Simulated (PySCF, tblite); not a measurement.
# C7H11N: dynamics, then NMR shifts on frames, part 2 of 2

tblite 0.8.0 and PySCF 2.14.0. Atoms count from 0. Earlier steps stand in the parts before.

**5. NMR shieldings: 625 fs, PBE0/pcSseg-1**

Job settings and geometry (Å):

```
{"job": {"kind": "nmr", "xc": "PBE0", "basis": "pcSseg-1", "pop": false}, "charge": 0, "multiplicity": 1}
C     -1.793800    -0.188200     1.847900
C     -0.777800     0.247800     1.104100
C     -0.826500     1.349200     0.097300
C      0.715100     0.963300    -0.263800
C      0.750300    -0.027500     0.931000
C      1.134600    -1.423500     0.434700
C      2.626100    -1.340600     0.063400
N      3.162100    -1.575000    -1.040100
H     -2.736200     0.271700     1.655500
H     -1.618900    -1.057900     2.458900
H     -0.768700     2.370000     0.433200
H     -1.368400     1.223100    -0.790800
H      0.606300     0.402800    -1.156600
H      1.529700     1.694800    -0.217700
H      1.505900     0.271500     1.726500
H      0.986100    -2.253200     1.201000
H      0.578300    -1.713600    -0.454900
H      3.313500    -1.119200     0.862600
H      2.489200    -1.828500    -1.739600
```

Method: GIAO PBE0/pcSseg-1 NMR shielding, non-relativistic, gas phase.

The log of the run:

```text
coarse grid: 15488 points
cycle   1  E = -327.4667625822  dE =  9.804e-01  |g| = 4.823e-01  |ddm| = 3.915e+00
cycle   2  E = -327.4327431165  dE =  3.402e-02  |g| = 6.422e-01  |ddm| = 1.046e+00
cycle   3  E = -327.5235782605  dE = -9.084e-02  |g| = 1.350e-01  |ddm| = 6.053e-01
cycle   4  E = -327.5276400388  dE = -4.062e-03  |g| = 3.486e-02  |ddm| = 1.291e-01
cycle   5  E = -327.5279181030  dE = -2.781e-04  |g| = 6.916e-03  |ddm| = 3.974e-02
cycle   6  E = -327.5279268831  dE = -8.780e-06  |g| = 3.066e-03  |ddm| = 9.526e-03
final grid: 148544 points
cycle   7  E = -327.5775587246  dE = -4.342e-05  |g| = 1.087e-02  |ddm| = 4.161e-02
cycle   8  E = -327.5775265118  dE =  3.221e-05  |g| = 1.571e-02  |ddm| = 2.565e-02
cycle   9  E = -327.5775881934  dE = -6.168e-05  |g| = 2.587e-03  |ddm| = 1.557e-02
cycle  10  E = -327.5775898413  dE = -1.648e-06  |g| = 2.513e-04  |ddm| = 2.036e-03
cycle  11  E = -327.5775898529  dE = -1.162e-08  |g| = 1.353e-04  |ddm| = 3.156e-04
cycle  12  E = -327.5775898569  dE = -3.982e-09  |g| = 4.112e-05  |ddm| = 1.371e-04
cycle  13  E = -327.5775898572  dE = -3.188e-10  |g| = 1.708e-05  |ddm| = 4.305e-05
converged SCF energy = -327.5775898572

GIAO shielding tensors (ppm)
atom      isotropic    diamagn.    paramagn.     s11        s22        s33       span
  0 C       61.335     255.135    -193.800    -67.742     93.828    157.920    225.663
  1 C       19.992     260.657    -240.666   -101.258     30.317    130.916    232.174
  2 C      160.752     251.057     -90.305    146.119    155.568    180.570     34.451
  3 C      155.969     253.097     -97.128    136.002    150.274    181.632     45.630
  4 C      142.316     253.658    -111.342    132.663    137.161    157.125     24.462
  5 C      124.639     249.052    -124.413    110.432    120.576    142.909     32.476
  6 C        9.388     252.003    -242.616   -106.350     16.852    117.660    224.011
  7 N      -94.918     323.112    -418.030   -416.747    -85.633    217.627    634.374
  8 H       25.873      30.881      -5.008     20.940     25.866     30.812      9.873
  9 H       25.883      31.493      -5.611     20.779     25.414     31.455     10.677
 10 H       28.998      30.676      -1.678     24.848     27.804     34.342      9.494
 11 H       30.065      32.721      -2.655     25.603     28.876     35.718     10.115
 12 H       30.515      35.003      -4.487     27.238     30.619     33.689      6.451
 13 H       29.213      32.500      -3.287     26.075     27.290     34.274      8.199
 14 H       27.719      33.020      -5.301     24.947     26.600     31.611      6.664
 15 H       27.793      29.879      -2.086     25.128     26.225     32.027      6.900
 16 H       30.168      33.429      -3.261     28.561     29.550     32.394      3.834
 17 H       24.243      28.499      -4.257     21.605     23.124     27.999      6.394
 18 H       21.505      36.217     -14.712     10.788     25.734     27.992     17.204
```

It took 21 s on 1 thread of Arm Neoverse V2, shared host; peak memory 0.87 GiB.

Key values: δ C6 177.5, C1 166.9, C0 125.6, C5 62.3, H18 10.21, H17 7.47 ppm.

**6. Nuclear shieldings: 800 fs, PBE0/pcSseg-1**

Job settings and geometry (Å):

```
{"job": {"kind": "nmr", "xc": "PBE0", "basis": "pcSseg-1", "pop": false}, "charge": 0, "multiplicity": 1}
C     -1.790400     0.262900     1.647200
C     -0.793900     0.775500     0.876100
C     -0.592900     1.986200     0.003600
C      0.777000     1.562700    -0.351800
C      0.735800     0.382900     0.703400
C      1.229500    -1.012000     0.340300
C      2.584200    -0.767000    -0.272700
N      3.099800    -1.288200    -1.241900
H     -2.813300     0.718100     1.800100
H     -1.692600    -0.716000     2.075700
H     -0.734800     2.953400     0.569400
H     -1.370400     1.996600    -0.777100
H      0.856400     1.168800    -1.349700
H      1.620300     2.302500    -0.282800
H      1.119200     0.747800     1.606000
H      1.271900    -1.640200     1.189000
H      0.483200    -1.537100    -0.405000
H      3.234700     0.006000     0.089200
H      2.516600    -2.136800    -1.549200
```

Method: GIAO PBE0/pcSseg-1 NMR shielding, non-relativistic, gas phase.

The log of the run:

```text
coarse grid: 15488 points
cycle   1  E = -327.4676102812  dE =  1.012e+00  |g| = 4.636e-01  |ddm| = 3.940e+00
cycle   2  E = -327.4425706941  dE =  2.504e-02  |g| = 5.961e-01  |ddm| = 1.086e+00
cycle   3  E = -327.5219781697  dE = -7.941e-02  |g| = 1.133e-01  |ddm| = 6.141e-01
cycle   4  E = -327.5246738191  dE = -2.696e-03  |g| = 3.725e-02  |ddm| = 1.224e-01
cycle   5  E = -327.5249952646  dE = -3.214e-04  |g| = 6.535e-03  |ddm| = 4.355e-02
cycle   6  E = -327.5250027522  dE = -7.488e-06  |g| = 3.067e-03  |ddm| = 9.043e-03
final grid: 148544 points
cycle   7  E = -327.5733095276  dE = -3.438e-05  |g| = 1.095e-02  |ddm| = 3.529e-02
cycle   8  E = -327.5732691500  dE =  4.038e-05  |g| = 1.666e-02  |ddm| = 2.626e-02
cycle   9  E = -327.5733393894  dE = -7.024e-05  |g| = 2.644e-03  |ddm| = 1.631e-02
cycle  10  E = -327.5733411280  dE = -1.739e-06  |g| = 2.171e-04  |ddm| = 2.026e-03
cycle  11  E = -327.5733411363  dE = -8.266e-09  |g| = 1.181e-04  |ddm| = 2.957e-04
cycle  12  E = -327.5733411392  dE = -2.963e-09  |g| = 3.675e-05  |ddm| = 1.196e-04
cycle  13  E = -327.5733411395  dE = -2.547e-10  |g| = 1.569e-05  |ddm| = 4.611e-05
converged SCF energy = -327.5733411395

GIAO shielding tensors (ppm)
atom      isotropic    diamagn.    paramagn.     s11        s22        s33       span
  0 C       69.041     254.293    -185.252    -42.302     88.343    161.082    203.384
  1 C       10.977     260.829    -249.852    -96.700     -4.165    133.797    230.497
  2 C      155.283     248.823     -93.541    145.258    150.819    169.772     24.514
  3 C      162.601     251.524     -88.923    147.144    157.806    182.855     35.711
  4 C      137.600     251.819    -114.219    117.593    139.109    156.097     38.503
  5 C      139.734     247.910    -108.175    110.752    145.432    163.019     52.267
  6 C       18.456     249.889    -231.433    -93.620     31.157    117.830    211.450
  7 N      -90.468     322.102    -412.570   -366.322    -97.289    192.206    558.528
  8 H       25.403      28.663      -3.260     22.739     24.503     28.967      6.228
  9 H       26.378      32.758      -6.380     22.763     25.364     31.007      8.244
 10 H       27.904      28.297      -0.393     24.580     26.160     32.973      8.393
 11 H       28.459      29.728      -1.269     24.942     26.451     33.983      9.041
 12 H       30.032      32.734      -2.702     26.935     29.619     33.541      6.606
 13 H       28.837      29.686      -0.849     25.077     27.000     34.434      9.357
 14 H       28.992      34.297      -5.305     27.075     28.459     31.441      4.366
 15 H       29.286      31.472      -2.187     26.241     28.350     33.266      7.025
 16 H       28.135      30.774      -2.639     25.534     27.794     31.079      5.545
 17 H       24.440      28.947      -4.508     21.396     23.744     28.179      6.783
 18 H       21.977      32.028     -10.051     15.391     24.538     26.003     10.612
```

It took 21 s on 1 thread of Arm Neoverse V2, shared host; peak memory 0.85 GiB.

In short: δ C1 175.9, C6 168.5, C0 117.9, C4 49.3, H18 9.74, H17 7.28 ppm.

**7. NMR shieldings: 1000 fs, PBE0/pcSseg-1**

Job settings and geometry (Å):

```
{"job": {"kind": "nmr", "xc": "PBE0", "basis": "pcSseg-1", "pop": false}, "charge": 0, "multiplicity": 1}
C     -1.103200     0.820800     1.796500
C     -0.384300     1.019700     0.710900
C     -0.410600     2.156600    -0.226300
C      1.098000     1.679200    -0.564000
C      0.937800     0.369400     0.289600
C      0.909900    -0.920100    -0.518100
C      2.312100    -1.141300    -0.917900
N      2.757800    -1.140500    -2.143200
H     -1.907200     1.578900     1.998900
H     -1.126300    -0.048400     2.470400
H     -0.407000     3.133000     0.275200
H     -1.100300     1.946200    -1.035600
H      1.292300     1.592700    -1.628500
H      1.823600     2.392800    -0.187100
H      1.660700     0.243500     1.124700
H      0.387900    -1.786900     0.039800
H      0.258200    -0.839400    -1.424500
H      3.092400    -1.217400    -0.131800
H      1.974100    -0.996000    -2.816300
```

With the program's defaults for keys left out, this is: GIAO PBE0/pcSseg-1 NMR shielding, non-relativistic, gas phase.

The log of the run:

```text
coarse grid: 15488 points
cycle   1  E = -327.4774001315  dE =  8.986e-01  |g| = 4.648e-01  |ddm| = 3.881e+00
cycle   2  E = -327.4339252150  dE =  4.347e-02  |g| = 6.584e-01  |ddm| = 1.038e+00
cycle   3  E = -327.5306774490  dE = -9.675e-02  |g| = 1.495e-01  |ddm| = 6.045e-01
cycle   4  E = -327.5356762353  dE = -4.999e-03  |g| = 3.942e-02  |ddm| = 1.414e-01
cycle   5  E = -327.5360396242  dE = -3.634e-04  |g| = 7.544e-03  |ddm| = 4.435e-02
cycle   6  E = -327.5360489516  dE = -9.327e-06  |g| = 4.076e-03  |ddm| = 1.095e-02
cycle   7  E = -327.5360528403  dE = -3.889e-06  |g| = 8.835e-04  |ddm| = 3.910e-03
final grid: 148544 points
cycle   8  E = -327.5844773711  dE = -3.979e-05  |g| = 7.756e-03  |ddm| = 3.470e-02
cycle   9  E = -327.5844741985  dE =  3.173e-06  |g| = 8.650e-03  |ddm| = 1.601e-02
cycle  10  E = -327.5844931765  dE = -1.898e-05  |g| = 1.054e-03  |ddm| = 8.569e-03
cycle  11  E = -327.5844934285  dE = -2.520e-07  |g| = 2.991e-04  |ddm| = 1.069e-03
cycle  12  E = -327.5844934474  dE = -1.888e-08  |g| = 9.400e-05  |ddm| = 2.667e-04
cycle  13  E = -327.5844934492  dE = -1.838e-09  |g| = 3.553e-05  |ddm| = 1.096e-04
cycle  14  E = -327.5844934495  dE = -2.385e-10  |g| = 1.380e-05  |ddm| = 3.666e-05
converged SCF energy = -327.5844934495

GIAO shielding tensors (ppm)
atom      isotropic    diamagn.    paramagn.     s11        s22        s33       span
  0 C       64.131     253.831    -189.699    -47.343     89.441    150.296    197.639
  1 C       27.613     257.398    -229.785    -87.904     35.921    134.821    222.725
  2 C      159.252     251.544     -92.292    153.765    155.357    168.634     14.869
  3 C      157.244     252.177     -94.933    140.936    150.859    179.938     39.002
  4 C      146.487     249.459    -102.972    133.684    148.101    157.675     23.990
  5 C      131.332     247.771    -116.439    113.529    126.701    153.767     40.237
  6 C       -3.223     253.656    -256.880   -137.563      9.848    118.045    255.607
  7 N     -129.414     321.263    -450.678   -472.707   -100.507    184.971    657.678
  8 H       25.907      29.272      -3.365     22.680     24.651     30.391      7.711
  9 H       25.703      31.582      -5.879     22.457     24.943     29.710      7.253
 10 H       28.618      30.171      -1.553     25.275     26.546     34.033      8.758
 11 H       29.095      30.525      -1.431     25.967     27.243     34.074      8.108
 12 H       29.865      32.252      -2.388     26.132     29.195     34.266      8.134
 13 H       29.378      31.165      -1.788     25.971     27.644     34.517      8.546
 14 H       28.596      33.701      -5.105     24.986     27.880     32.921      7.935
 15 H       27.365      30.293      -2.928     24.570     25.950     31.576      7.007
 16 H       29.094      33.086      -3.992     27.490     28.004     31.789      4.299
 17 H       23.393      27.695      -4.302     20.266     22.854     27.059      6.793
 18 H       20.662      34.050     -13.387      9.229     25.184     27.574     18.345
```

Run time: 21 s. Hardware: 1 thread of Arm Neoverse V2, shared host; peak memory 0.87 GiB.

Key values: δ C6 190.1, C1 159.3, C0 122.8, C5 55.6, H18 11.05, H17 8.32 ppm.

**8. Comparing the runs: NMR shifts**

Shifts (ppm) of some atoms, chosen among heavy atoms and hydrogens apart, with basis size and wall time:

```csv
frame,C6,C1,C0,C5,H18,H16,N7,functions,time
250 fs,182.4,160.4,108.1,44.8,10.93,1.04,378.2,191,21 s
425 fs,184.9,159.9,112.1,53.3,12.26,3.41,397.9,191,21 s
625 fs,177.5,166.9,125.6,62.3,10.21,1.55,362.6,191,21 s
800 fs,168.5,175.9,117.9,47.2,9.74,3.58,358.2,191,21 s
1000 fs,190.1,159.3,122.8,55.6,11.05,2.62,397.1,191,21 s
```

**9. Outcome**

What follows sums up all 2 parts.

| quantity | value |
| --- | --- |
| thermostat | 400 K |
| mean temperature, second half | 386 K |
| mean potential energy above the minimum | 0.82 eV |
| ¹³C shifts against TMS (PBE0/pcSseg-1, 250 fs) | 182.4, 160.4, 108.1, 44.8, 42.6, 32.5, 29.2 ppm |
| ¹H shifts against TMS (PBE0/pcSseg-1, 250 fs) | 10.93, 7.23, 4.92, 4.83, 3.07, 3.03, 2.64, 2.46, 2.38, 1.65, 1.04 ppm |
| ¹⁵N shifts against NH3 (PBE0/pcSseg-1, 250 fs) | 378.2 ppm |
| range of the shift of N7 | 358.2 to 397.9 ppm |

In words: In the second half the potential energy averages 0.82 eV above the minimum; equipartition over 51 harmonic modes at 400 K would give 0.88 eV. With 19 atoms the temperature swings widely (227 to 553 K). Shifts at one fixed geometry are not the observed spectrum, which averages over the motion. In the first frame run (250 fs): Shielding is most anisotropic at N7 (span 649 ppm, paramagnetic term -432 ppm). In ppm, N7 moves most: its shift spreads over 39.7 ppm, from 358.2 (800 fs) to 397.9 (425 fs).
